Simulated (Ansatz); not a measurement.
# H5NOSi2: the cost of one run

Method: RKS PBE0/STO-3G, in Ansatz 0.2.0.

## Step 1: The structure to begin with

Bond lengths: N1–Si2 1.618 Å, Si2–O3 1.624 Å, Si2–Si4 2.301 Å, N1–H5 1.009 Å, O3–H6 0.952 Å, Si4–H7 1.476 Å, Si4–H8 1.472 Å, Si4–H9 1.467 Å. Angles: N1–Si2–O3 109.7°, N1–Si2–Si4 139.7°, O3–Si2–Si4 110.6°, Si2–N1–H5 122.4°, Si2–O3–H6 124.2°, Si2–Si4–H7 114.4°, Si2–Si4–H8 111.4°, Si2–Si4–H9 109.4°, H7–Si4–H8 106.6°, H7–Si4–H9 106.8°, H8–Si4–H9 108.0°.

Structure file:

```xyz
9

N     0.5247    1.6227   -1.6777
Si    0.4657    0.6358   -0.3973
O     1.7491    0.9057    0.5597
Si   -0.8730   -1.0138    0.4879
H    -0.1815    1.6159   -2.3981
H     1.9186    0.4393    1.3727
H    -0.1489   -2.0245    1.2831
H    -1.9076   -0.4491    1.3691
H    -1.5470   -1.7320   -0.5995
```

## Step 2: Relaxing end A

Input file input.yaml:

```yaml
crystal:
  periodic: [false, false, false]
  atoms:
    - { symbol: "N", position_ang: [0.52468, 1.62272, -1.67772] }
    - { symbol: Si, position_ang: [0.46566, 0.63576, -0.39732] }
    - { symbol: O, position_ang: [1.74911, 0.90566, 0.55973] }
    - { symbol: Si, position_ang: [-0.87302, -1.01379, 0.48794] }
    - { symbol: H, position_ang: [-0.18147, 1.61587, -2.39812] }
    - { symbol: H, position_ang: [1.91858, 0.4393, 1.37272] }
    - { symbol: H, position_ang: [-0.14892, -2.02449, 1.28311] }
    - { symbol: H, position_ang: [-1.90762, -0.44908, 1.36911] }
    - { symbol: H, position_ang: [-1.547, -1.73195, -0.59945] }
basis:
  gaussian: { orbitals: STO-3G }
hamiltonian:
  xc: pbe0
relax:
  f_tol: 0.015
  max_steps: 40
```

Command:

```console
> ansatz run input.yaml --threads 1 --pin off --max-ram 2048MiB --backend cpu --events-out ev --progress --plain --runs-dir out
```

Q: Estimate wall time and peak memory on 1 thread of Arm Neoverse V1, shared host.

About 16 s, with a peak of 0.12 GiB.
